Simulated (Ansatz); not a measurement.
# CH₇GaSn: a ladder of functionals and wavefunction methods

The task here is to estimate one member of a computed series from the others.

Program: Ansatz 0.2.0, Gaussian basis. Level of theory: functionals in def2-TZVPP, the program's frozen cores in correlated methods. These are calculated values, not measurements.

Levels to be run: LDA (SPW92), PBE-D4, revPBE-D4, BLYP-D4, r2SCAN-D4, B97M-V, PBE0-D4, B3LYP-D4, r2SCANh-D4, r2SCAN0-D4, HSE06-D4, BHLYP-D4, CAM-B3LYP-D4, LC-ωPBE, ωB97X-V, ωB97M-V, B2PLYP, PBE-QIDH; CCSD(T)/def2-SVP; CCSD(T)/def2-TZVPP; MP2/def2-QZVPP; extrapolation to the limit; RPA on PBE.

**The geometry**

All runs share one geometry, relaxed beforehand with PBE0-D4 in a triple-zeta def2 set. Sn takes the def2 core potential; no spin-orbit term is included.

SMILES `[CH3][GaH][SnH3]`, 10 atoms, charge 0, spin multiplicity 1.

Atoms are counted from 1 here; the program's logs count them from 0.

Bond lengths: C1–Ga2 1.969 Å, C1–H4 1.092 Å, C1–H5 1.091 Å, C1–H6 1.096 Å, Ga2–Sn3 2.625 Å, Ga2–H7 1.578 Å, Sn3–H8 1.713 Å, Sn3–H9 1.714 Å, Sn3–H10 1.713 Å. Angles: Ga2–C1–H4 111.6°, Ga2–C1–H5 112.2°, Ga2–C1–H6 108.2°, H4–C1–H5 109.6°, H4–C1–H6 107.5°, H5–C1–H6 107.6°, C1–Ga2–Sn3 121.4°, C1–Ga2–H7 120.0°, Sn3–Ga2–H7 118.6°, Ga2–Sn3–H8 112.2°, Ga2–Sn3–H9 111.7°, Ga2–Sn3–H10 113.3°, H8–Sn3–H9 106.1°, H8–Sn3–H10 106.6°, H9–Sn3–H10 106.5°.

As a file:

```mol
CH7GaSn
  3D, bonds by distance, orders not assigned

 10  9  0  0  0  0  0  0  0  0999 V2000
   -1.5324    0.9429   -0.9198 C   0  0
    0.3773    0.6946   -0.5084 Ga  0  0
    1.1965   -1.2351    1.0717 Sn  0  0
   -1.6766    1.3789   -1.9101 H   0  0
   -2.0936    0.0107   -0.8460 H   0  0
   -1.9527    1.6415   -0.1880 H   0  0
    1.4480    1.6901   -1.1019 H   0  0
    2.4235   -2.1877    0.3489 H   0  0
    1.8642   -0.6219    2.5263 H   0  0
   -0.0543   -2.3138    1.5272 H   0  0
  1  2  8  0
  2  3  8  0
  1  4  8  0
  1  5  8  0
  1  6  8  0
  2  7  8  0
  3  8  8  0
  3  9  8  0
  3 10  8  0
M  END
```

The first run:

File in.yaml:

```yaml
crystal:
  periodic: [false, false, false]
  atoms:
    - {symbol: C, position_ang: [-1.532400, 0.942855, -0.919826]}
    - {symbol: Ga, position_ang: [0.377331, 0.694606, -0.508369]}
    - {symbol: Sn, position_ang: [1.196519, -1.235105, 1.071743]}
    - {symbol: H, position_ang: [-1.676630, 1.378865, -1.910068]}
    - {symbol: H, position_ang: [-2.093551, 0.010669, -0.845992]}
    - {symbol: H, position_ang: [-1.952710, 1.641497, -0.188024]}
    - {symbol: H, position_ang: [1.447992, 1.690074, -1.101865]}
    - {symbol: H, position_ang: [2.423518, -2.187733, 0.348950]}
    - {symbol: H, position_ang: [1.864244, -0.621925, 2.526278]}
    - {symbol: H, position_ang: [-0.054324, -2.313793, 1.527164]}
basis:
  gaussian: {orbitals: def2-TZVPP}
hamiltonian: {xc: lda}
output: {orbitals: {seedname: orbitals}}
```

On the command line:

```bash
ansatz run in.yaml --threads 4 --pin off --events-out ev --progress --plain --max-ram 10444MiB
```

Steps of the session up to this table: LDA; PBE-D4 (GGA); revPBE-D4 (GGA); BLYP-D4 (GGA); r2SCAN-D4 (meta-GGA); B97M-V (meta-GGA); B3LYP-D4 (hybrid); r2SCANh-D4 (hybrid); r2SCAN0-D4 (hybrid); HSE06-D4 (hybrid); BHLYP-D4 (hybrid); CAM-B3LYP-D4 (range-separated); LC-ωPBE (range-separated); ωB97X-V (range-separated); ωB97M-V (range-separated); B2PLYP (double hybrid); PBE-QIDH (double hybrid).

One of the session's tables, all rows but one given; the rest of the session is left out.

It belongs to the step «Frontier levels by functional». 

```
  functional  HOMO (eV)  LUMO (eV)  gap (eV)
 LDA (SPW92)      -6.26      -2.87      3.38
      PBE-D4      -6.13      -2.65      3.48
   revPBE-D4      -6.08      -2.54      3.54
     BLYP-D4      -5.99      -2.59      3.40
   r2SCAN-D4          ?          ?         ?
      B97M-V      -6.43      -2.65      3.78
     PBE0-D4      -7.13      -1.88      5.25
    B3LYP-D4      -6.95      -2.14      4.81
  r2SCANh-D4      -6.74      -2.17      4.57
  r2SCAN0-D4      -7.29      -1.77      5.52
    HSE06-D4      -6.75      -2.25      4.50
    BHLYP-D4      -8.02      -1.14      6.88
CAM-B3LYP-D4      -8.33      -0.98      7.35
     LC-ωPBE      -9.59       0.17      9.76
     ωB97X-V      -9.28       0.01      9.29
     ωB97M-V      -9.12      -0.20      8.91
```

Q: Estimate the row for r2SCAN-D4 from the others.

Worked estimate for «HOMO (eV)». Against the share of exact exchange, r2SCANh-D4 (0.1, -6.74), r2SCAN0-D4 (0.25, -7.29) give a slope of -3.67 per unit share; at 0 the line stands at -6.37.

As computed: HOMO (eV): -6.38; LUMO (eV): -2.44; gap (eV): 3.93. In «HOMO (eV)» the line misses by +0.01.
